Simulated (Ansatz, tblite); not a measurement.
# The cluster Zn₄H₁₄O₄: one state, many levels

The task here is to estimate one member of a computed series from the others.

Computed with Ansatz 0.2.0, Gaussian basis. Level: as each input shows.

The runs, in order: GFN1-xTB, GFN2-xTB, PBE-D4/def2-TZVP, r2SCAN-D4/def2-TZVP, ωB97M-V/def2-TZVP, HF/def2-TZVP, LC-ωPBE/def2-TZVP, PBE-D4/def2-SVP, PBE0-D4/def2-SVP, HF/6-31G, B3LYP-D4/6-31G, CCSD(T)/def2-SVP, MP2/def2-TZVP, RPA/def2-TZVP.

1 further run of the same task is left out (it didn't finish).

## The relaxed structure

The singlet was relaxed beforehand with r2SCAN-D4/def2-SVP.

22 atoms, charge 0, spin multiplicity 1.

Bond lengths: Zn1–O4 2.144 Å, Zn1–H10 1.547 Å, Zn1–H19 1.686 Å, O2–Zn6 2.074 Å, O2–H11 0.992 Å, O2–H12 0.966 Å, Zn3–O4 1.987 Å, Zn3–H9 1.700 Å, Zn3–H14 1.540 Å, O4–Zn7 2.056 Å, O4–H15 0.968 Å, O5–Zn6 1.959 Å, O5–Zn7 1.976 Å, O5–H17 0.967 Å, Zn6–O8 2.106 Å, Zn6–H18 1.543 Å, Zn7–H19 1.821 Å, Zn7–H20 1.555 Å and more. Angles: O4–Zn1–H10 122.5°, O4–Zn1–H19 88.7°, H10–Zn1–H19 132.5°, Zn6–O2–H11 118.5°, Zn6–O2–H12 123.3°, H11–O2–H12 106.6°, O4–Zn3–H9 89.0°, O4–Zn3–H14 130.3°, H9–Zn3–H14 137.1°, Zn1–O4–Zn3 81.6°, Zn1–O4–Zn7 80.9°, Zn1–O4–H15 119.9°, Zn3–O4–Zn7 124.3°, Zn3–O4–H15 118.7°, Zn7–O4–H15 115.9°, Zn6–O5–Zn7 124.6°, Zn6–O5–H17 112.3°, Zn7–O5–H17 111.0° and more.

PBE0-D4/def2-TZVP was run before; its log isn't repeated, and its numbers join the tables.

The first run:

Tight binding, by tblite at 300 K electronic temperature and without a spin-polarisation term:

```python
tblite.interface.Calculator('GFN1-xTB', numbers, positions, charge=0, uhf=0).singlepoint()
```

Tight binding, by tblite at 300 K electronic temperature and without a spin-polarisation term:

```python
tblite.interface.Calculator('GFN2-xTB', numbers, positions, charge=0, uhf=0).singlepoint()
```

start.molden holds the orbitals of an earlier run on this state, given as this run's starting guess.

Contents of in.yaml:

```yaml
crystal:
  periodic: [false, false, false]
  atoms:
    - {symbol: Zn, position_ang: [-1.336678, 0.193920, -1.816364]}
    - {symbol: O, position_ang: [-1.163870, -1.044696, 1.476593]}
    - {symbol: Zn, position_ang: [0.496895, -1.791404, -1.826819]}
    - {symbol: O, position_ang: [0.783723, 0.151035, -2.130293]}
    - {symbol: O, position_ang: [1.223864, 0.458065, 0.887514]}
    - {symbol: Zn, position_ang: [0.138838, 0.204172, 2.498147]}
    - {symbol: Zn, position_ang: [0.700908, 1.579093, -0.652891]}
    - {symbol: O, position_ang: [-1.185608, 1.752721, 1.967819]}
    - {symbol: H, position_ang: [-0.950002, -1.420820, -1.014266]}
    - {symbol: H, position_ang: [-2.349109, 0.202812, -2.986085]}
    - {symbol: H, position_ang: [-1.017351, -1.188481, 0.506031]}
    - {symbol: H, position_ang: [-1.486552, -1.882229, 1.834018]}
    - {symbol: H, position_ang: [1.725351, -2.221751, -0.081574]}
    - {symbol: H, position_ang: [1.110674, -3.011174, -2.538638]}
    - {symbol: H, position_ang: [1.152405, 0.439708, -2.977110]}
    - {symbol: H, position_ang: [1.564100, -1.514636, 0.188089]}
    - {symbol: H, position_ang: [2.163043, 0.566184, 1.091098]}
    - {symbol: H, position_ang: [0.494833, -0.063558, 3.975303]}
    - {symbol: H, position_ang: [-1.083563, 1.242943, -0.520632]}
    - {symbol: H, position_ang: [1.212715, 3.023703, -0.913875]}
    - {symbol: H, position_ang: [-1.367817, 1.618219, 1.006370]}
    - {symbol: H, position_ang: [-0.859399, 2.662773, 2.029265]}
basis:
  gaussian: {orbitals: def2-TZVP, initial_orbitals: start.molden}
hamiltonian: {xc: pbe, dispersion: d4}
scf: {omitted_lower_state_checks: [starts]}
output: {forces: true, orbitals: {seedname: orbitals}}
```

Started as:

```
ansatz run in.yaml --threads 2 --pin off --events-out ev --progress --plain --max-ram 32768MiB --backend cuda --devices 0, --max-vram 18GiB
```

Steps of the session up to this table: PBE-D4/def2-TZVP; r2SCAN-D4/def2-TZVP; ωB97M-V/def2-TZVP; HF/def2-TZVP; LC-ωPBE/def2-TZVP; PBE-D4/def2-SVP; PBE0-D4/def2-SVP; HF/6-31G; B3LYP-D4/6-31G; CCSD(T)/def2-SVP; MP2/def2-TZVP; RPA/def2-TZVP.

One of the session's tables, all rows but one given; the rest of the session is left out.

It belongs to the step «Binding energy». 

```
             method  binding an atom (eV)
           HF/6-31G                 1.797
        HF/def2-SVP                 1.849
       HF/def2-TZVP                 1.796
    PBE-D4/def2-SVP                 2.706
   PBE-D4/def2-TZVP                     ?
r2SCAN-D4/def2-TZVP                 2.667
     B3LYP-D4/6-31G                 2.709
   PBE0-D4/def2-SVP                 2.653
  PBE0-D4/def2-TZVP                 2.583
  LC-ωPBE/def2-TZVP                 2.638
  ωB97M-V/def2-TZVP                 2.643
       MP2/def2-SVP                 2.547
      MP2/def2-TZVP                 2.556
      CCSD/def2-SVP                 2.500
   CCSD(T)/def2-SVP                 2.519
```

**Question.** Estimate the row for PBE-D4/def2-TZVP.

As computed: binding an atom (eV): 2.619. In the column «binding an atom (eV)» it lies between PBE0-D4/def2-TZVP (2.583) and LC-ωPBE/def2-TZVP (2.638).

To keep in mind: Free atoms were run apart at each level; binding is atoms less cluster, divided by the number of atoms, without zero-point or spin-orbit terms.
